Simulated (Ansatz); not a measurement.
**C₂H₇GaO₂: a ladder of functionals and wavefunction methods**

An exercise on one series of results from a longer session: the logs are not shown, and one member is left open.

Method: functionals in def2-TZVPP, the program's frozen cores in correlated methods; program: Ansatz 0.2.0, Gaussian basis.

The runs, in order: PBE-D4, r2SCAN-D4, PBE0-D4, B3LYP-D4, ωB97X-V, ωB97M-V, B2PLYP; CCSD(T)/def2-TZVPP; MP2/def2-QZVPP; extrapolation to the limit.

## The relaxed structure

All runs share one geometry, relaxed beforehand with PBE0-D4 in a triple-zeta def2 set.

SMILES `CO[CH2][GaH][OH]`, 12 atoms, charge 0, spin multiplicity 1.

Atoms are counted from 1 here; the program's logs count them from 0.

Bond lengths: C1–O2 1.396 Å, C1–H6 1.103 Å, C1–H7 1.090 Å, C1–H8 1.100 Å, O2–C3 1.409 Å, C3–Ga4 1.990 Å, C3–H9 1.094 Å, C3–H10 1.100 Å, Ga4–O5 1.795 Å, Ga4–H11 1.569 Å, O5–H12 0.959 Å. Angles: O2–C1–H6 111.6°, O2–C1–H7 107.9°, O2–C1–H8 111.6°, H6–C1–H7 108.5°, H6–C1–H8 108.0°, H7–C1–H8 109.1°, C1–O2–C3 112.2°, O2–C3–Ga4 114.5°, O2–C3–H9 107.0°, O2–C3–H10 111.3°, Ga4–C3–H9 107.3°, Ga4–C3–H10 110.0°, H9–C3–H10 106.4°, C3–Ga4–O5 112.5°, C3–Ga4–H11 130.2°, O5–Ga4–H11 117.3°, Ga4–O5–H12 114.3°.

Geometry (Å):

```
C    -0.6681    0.9678    1.5477
O     0.4206    1.3171    0.7474
C     0.3225    0.7769   -0.5503
Ga    0.5866   -1.1931   -0.6460
O     0.2921   -1.8471   -2.2912
H    -0.7568   -0.1263    1.6574
H    -0.5126    1.4037    2.5349
H    -1.6140    1.3450    1.1331
H     1.1128    1.2398   -1.1491
H    -0.6301    1.0533   -1.0266
H     1.0652   -2.2046    0.4545
H     0.4588   -2.7875   -2.3779
```

The first run:

The input, in.yaml:

```yaml
crystal:
  periodic: [false, false, false]
  atoms:
    - {symbol: C, position_ang: [-0.668091, 0.967763, 1.547722]}
    - {symbol: O, position_ang: [0.420552, 1.317110, 0.747364]}
    - {symbol: C, position_ang: [0.322527, 0.776904, -0.550336]}
    - {symbol: Ga, position_ang: [0.586614, -1.193114, -0.645969]}
    - {symbol: O, position_ang: [0.292147, -1.847125, -2.291190]}
    - {symbol: H, position_ang: [-0.756830, -0.126340, 1.657436]}
    - {symbol: H, position_ang: [-0.512634, 1.403726, 2.534870]}
    - {symbol: H, position_ang: [-1.614025, 1.344965, 1.133078]}
    - {symbol: H, position_ang: [1.112830, 1.239828, -1.149150]}
    - {symbol: H, position_ang: [-0.630060, 1.053277, -1.026569]}
    - {symbol: H, position_ang: [1.065182, -2.204637, 0.454534]}
    - {symbol: H, position_ang: [0.458786, -2.787460, -2.377890]}
basis:
  gaussian: {orbitals: def2-TZVPP}
hamiltonian: {xc: pbe, dispersion: d4}
output: {forces: true, orbitals: {seedname: orbitals}}
```

Run with:

```sh
ansatz run in.yaml --threads 4 --pin off --events-out ev --progress --plain --max-ram 10444MiB
```

Steps of the session up to this table: PBE-D4 (GGA); r2SCAN-D4 (meta-GGA); PBE0-D4 (hybrid); B3LYP-D4 (hybrid); ωB97X-V (range-separated); ωB97M-V (range-separated); B2PLYP (double hybrid); CCSD(T) in def2-TZVPP; MP2 in def2-QZVPP.

One table of the session follows, with a row left open; its other results are not shown here.

| method | atomisation energy (kJ/mol) |
| --- | --- |
| PBE-D4 | 4313.2 |
| r2SCAN-D4 | ? |
| PBE0-D4 | 4221.0 |
| B3LYP-D4 | 4215.6 |
| ωB97X-V | 4242.9 |
| ωB97M-V | 4234.7 |
| B2PLYP | 4185.0 |
| HF/def2-TZVPP | 2989.3 |
| MP2/def2-TZVPP | 4221.5 |
| CCSD/def2-TZVPP | 4082.4 |
| CCSD(T)/def2-TZVPP | 4147.6 |
| MP2/CBS | 4323.7 |
| CCSD(T)/CBS | 4249.8 |

**Question.** Estimate the row for r2SCAN-D4.

The run gave: atomisation energy (kJ/mol): 4246.3. In the column «atomisation energy (kJ/mol)» it lies between ωB97X-V (4242.9) and CCSD(T)/CBS (4249.8).

Caveats from the session: Free atoms (2 C, 2 O, 1 Ga, 7 H) were run apart at each level; the atomisation energy is their sum less the molecule, without zero-point or spin-orbit terms.
